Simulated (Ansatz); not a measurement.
Wanted: the native input for an Ansatz 0.2.0 run.

* Task: single point
* Functional: PBE
* Potentials or basis: Ansatz PAW
* Cutoff: 420 eV (not typed: the program's choice for these potentials)
* k mesh: 10 × 10 × 10
* Occupations: fermi-dirac, width 0.05 eV
* Spin: collinear spin, ferromagnetic start
* Starting moments: [0.0, 2.0, 0.0, 0.0] μB

Crystal: VWC2.

```
CELL_PARAMETERS angstrom
1.51704 0.87586 4.93389
-1.51704 0.87586 4.93389
0.00000 -1.75173 4.93389
ATOMIC_POSITIONS crystal
W 0.00000 0.00000 0.00000
V 0.50000 0.50000 0.50000
C 0.24649 0.24649 0.24649
C 0.75351 0.75351 0.75351
```

The cell comes from a database or a generator and needn't be the stable form of this composition.

One way to write it, as run:

input.yaml

```yaml
crystal:
  lattice:
    - [1.5170411163, 0.8758640969, 4.933893193]
    - [-1.5170411163, 0.8758640969, 4.933893193]
    - [0.0, -1.7517281937, 4.933893193]
  atoms:
    - { symbol: W, position: [0.0, 0.0, 0.0] }
    - { symbol: V, position: [0.5, 0.5, 0.5], spin: 2.0 }
    - { symbol: C, position: [0.246494, 0.246494, 0.246494] }
    - { symbol: C, position: [0.753506, 0.753506, 0.753506] }
hamiltonian:
  xc: pbe
  pseudopotentials: { kind: paw }
magnetization:
  spin_polarized: true
kpoints:
  mp_grid: { grid: [10, 10, 10] }
scf:
  occupations: { method: fermi_dirac, width: 0.05 }
output:
  forces: true
  stress: true
  eigenvalues: true
```

Potentials or basis: Ansatz PAW.

Launch:

```console
$ ansatz run input.yaml --threads 2 --pin off --max-ram 5632MiB --backend cpu --events-out ev --progress --plain --runs-dir out
```

It gave:

- Pressure: -2.0 GPa
- Largest force: 0.094 eV/Å
- Band gap on the k mesh: none (metal or under the smearing width)
- Net moment: 0.00 μB per cell
- Absolute moment: 0.00 μB per cell

Caveat: the pressure holds a Pulay correction of +0.4 GPa for the finite cutoff; the starting moments weren't kept.

Run time: 4.9 s on 2 threads of Intel(R) Xeon(R) 6975P-C (Granite Rapids), on a shared host, peak memory 0.51 GiB.
